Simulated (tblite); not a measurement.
# C7H12GeSi: the cost of one run

The runs use tblite 0.8.0 and PySCF 2.14.0, with density-fitted response routines of our own; the level of theory stands in each step. All values are computed, except where a source is named. Atoms count from 0, in the outputs and in this text.

### 1 The starting structure

21 atoms, charge 0, multiplicity 1; geometry from: force field or distance geometry start.

Bonds of the start (Å): C0–C1 1.45, C1–C2 1.21, C2–Ge3 1.89, Ge3–C4 1.91, C4–C5 1.20, C5–C6 1.46, Ge3–C7 1.96, C7–Si8 1.87, C0–H9 1.12, C0–H10 1.11, C0–H11 1.11, Ge3–H12 1.53, C6–H13 1.11, C6–H14 1.11, C6–H15 1.10, C7–H16 1.11, C7–H17 1.10, Si8–H18 1.47, Si8–H19 1.47, Si8–H20 1.48.

### 2 Relaxing the molecule with GFN2-xTB

Job settings and geometry (Å):

```
{"job": {"kind": "relax", "xc": "GFN2-xTB", "basis": "xTB"}, "charge": 0, "multiplicity": 1}
C     -2.090400     3.462400     0.500700
C     -1.319500     2.416600    -0.152300
C     -0.658200     1.540700    -0.668400
Ge     0.353200     0.187500    -1.505100
C     -0.340500    -1.513100    -0.995700
C     -0.782900    -2.588200    -0.687400
C     -1.308300    -3.890800    -0.300200
C      2.219600     0.323700    -0.933000
Si     2.344800     0.128200     0.918700
H     -3.128000     3.090500     0.708800
H     -2.156000     4.346500    -0.169500
H     -1.618900     3.751400     1.458800
H      0.266200     0.339400    -3.025800
H     -2.380300    -3.796200    -0.045300
H     -0.756800    -4.262400     0.588800
H     -1.194300    -4.605100    -1.126600
H      2.806700    -0.476600    -1.425400
H      2.612200     1.304400    -1.234600
H      3.748100     0.241800     1.329500
H      1.818800    -1.181400     1.321300
H      1.555500     1.197800     1.577000
```

The run is started by

```sh
$ OMP_NUM_THREADS=1 python probes_run.py task.json out
```

One launch serves the whole session: the jobs run in the order shown.

**Question.** How long does this first job take on 1 thread of Intel Xeon at 2.50GHz, shared host, and how much memory does it need?

About 1.1 s, with a peak of 0.18 GiB.
